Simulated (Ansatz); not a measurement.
# Ga2Cu: energy and pressure over a range of volumes

The task here is to estimate one member of a computed series from the others.

Method: DFT PBEsol, scalar-relativistic, in Ansatz 0.2.0.

## The structure to begin with

Symmetry: P4/mmm, No. 123, tetragonal system. The conventional cell has a = 2.830 Å, b = 2.830 Å, c = 5.839 Å, α = 90.00°, β = 90.00°, γ = 90.00°. Ga (site symmetry 4mm) is surrounded by 1 Ga at 2.39 Å and 4 Cu at 2.64 Å. Cu (site symmetry 4/mmm) is surrounded by 8 Ga at 2.64 Å and 4 Cu at 2.83 Å.

Structure file:

```cif
data_structure
_symmetry_space_group_name_H-M 'P4/mmm'
_symmetry_Int_Tables_number 123
_cell_length_a 2.8300
_cell_length_b 2.8300
_cell_length_c 5.8390
_cell_angle_alpha 90.000
_cell_angle_beta 90.000
_cell_angle_gamma 90.000
_cell_volume 46.76
loop_
_atom_site_label
_atom_site_type_symbol
_atom_site_symmetry_multiplicity
_atom_site_Wyckoff_symbol
_atom_site_fract_x
_atom_site_fract_y
_atom_site_fract_z
_atom_site_occupancy
Ga1 Ga 2 h 0.50000 0.50000 0.29500 1
Cu1 Cu 1 a 0.00000 0.00000 0.00000 1
```

The file gives the conventional cell by its symmetry; the runs use the cell typed in the input.

Atoms are numbered in the order of the input: Ga1, Ga2, Cu3.

The first run:

Contents of input.yaml:

```yaml
crystal:
  lattice:
    - [2.7722286877, 0.0, 0.0]
    - [0.0, 2.7722286877, 0.0]
    - [0.0, 0.0, 5.7198032888]
  atoms:
    - { symbol: Ga, position: [0.5, 0.5, 0.295] }
    - { symbol: Ga, position: [0.5, 0.5, 0.705] }
    - { symbol: Cu, position: [0.0, 0.0, 0.0] }
kpoints:
  mp_grid: { grid: [14, 14, 7] }
  band_path:
    path:
      - [0.0, 0.0, 0.0]
      - [0.0, 0.5, 0.0]
      - [0.5, 0.5, 0.0]
      - [0.0, 0.0, 0.0]
      - [0.0, 0.0, 0.5]
      - [0.0, 0.5, 0.5]
      - [0.5, 0.5, 0.5]
      - [0.0, 0.0, 0.5]
      - [0.0, 0.5, 0.0]
    npoints: 5
scf:
  occupations: { method: fermi_dirac, width: 0.08 }
hamiltonian:
  xc: pbesol
  pseudopotentials: { kind: all_electron, lapw: { basis_error: 0.001 } }
output:
  forces: true
  stress: true
  eigenvalues: true
```

The run is started by

```bash
$ ansatz run input.yaml --threads 1 --pin off --max-ram 4096MiB --backend cpu --events-out ev --progress --plain --runs-dir out
```

Among the steps run: Volume × 0.94, LAPW; Volume × 0.94, PAW; Volume × 0.94, crystal datasets; Volume × 0.98, LAPW; Volume × 0.98, PAW; Volume × 0.98, crystal datasets; Volume × 1.01, LAPW; Volume × 1.01, PAW; Volume × 1.01, crystal datasets; Volume × 1.04, LAPW; Volume × 1.04, PAW; Volume × 1.04, crystal datasets.

One table of the session follows, with a row left open; its other results are not shown here.

It belongs to the step «The equation of state». 

```
          method  volume (Å³/atom)  largest force (eV/Å)
            LAPW            14.653                 1.102
            LAPW            15.276                 1.061
            LAPW            15.744                 1.032
            LAPW            16.212                 1.005
             PAW            14.653                 1.105
             PAW            15.276                     ?
             PAW            15.744                 1.034
             PAW            16.212                 1.007
crystal datasets            14.653                 1.103
crystal datasets            15.276                 1.061
crystal datasets            15.744                 1.032
crystal datasets            16.212                 1.005
```

Q: Estimate the row for PAW, 15.276 from the others.

As computed: largest force (eV/Å): 1.063. In the column «largest force (eV/Å)» it lies between crystal datasets, 15.276 (1.061) and LAPW, 14.653 (1.102).

To keep in mind: Warnings in the runs' records: crystal datasets made.
